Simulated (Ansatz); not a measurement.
Here is an Ansatz 0.2.0 calculation.

File input.yaml:

```yaml
crystal:
  lattice:
    - [0.0, 3.861219, 3.861219]
    - [3.861219, 0.0, 3.861219]
    - [3.861219, 3.861219, 0.0]
  atoms:
    - { symbol: Te, position: [0.5, 0.5, 0.5] }
    - { symbol: Te, position: [0.75, 0.75, 0.75] }
    - { symbol: Te, position: [0.25, 0.25, 0.25] }
    - { symbol: Sn, position: [0.0, 0.0, 0.0] }
hamiltonian:
  xc: pbesol
  pseudopotentials: { kind: paw }
kpoints:
  mp_grid: { grid: [6, 6, 6] }
scf:
  occupations: { method: fermi_dirac, width: 0.05 }
output:
  forces: true
  stress: true
  eigenvalues: true
relax:
  f_tol: 0.01
  max_steps: 40
  cell: { stress_tol: 0.05 }
```

Potentials or basis: Ansatz PAW.

The run is started by

```bash
$ ansatz run input.yaml --threads 2 --pin off --max-ram 5632MiB --backend cpu --events-out ev --progress --plain --runs-dir out
```

Problem. Estimate the relaxed cell.

Solution. a = 5.359 Å, b = 5.359 Å, c = 5.359 Å, α = 60.00°, β = 60.00°, γ = 60.00°.

Problem. Predict the space group after relaxing (to 0.05 Å).

Solution. Fm-3m (No. 225).

Problem. What does it give for the relaxed volume?

Solution. 27.21 Å³/atom.

Final structure:
```xyz
4
Lattice="0.0000 3.7893 3.7893 3.7893 0.0000 3.7893 3.7893 3.7893 0.0000" Properties=species:S:1:pos:R:3 pbc="T T T"
Te    3.7893    3.7893    3.7893
Te    5.6840    5.6840    5.6840
Te    1.8947    1.8947    1.8947
Sn    0.0000    0.0000    0.0000
```

Caveat: the PAW data sets come from PBE, with cores solved anew for the run's functional, which leaves a small shift of forces and pressure. Spin-orbit coupling is left out, which matters for the levels of Te.
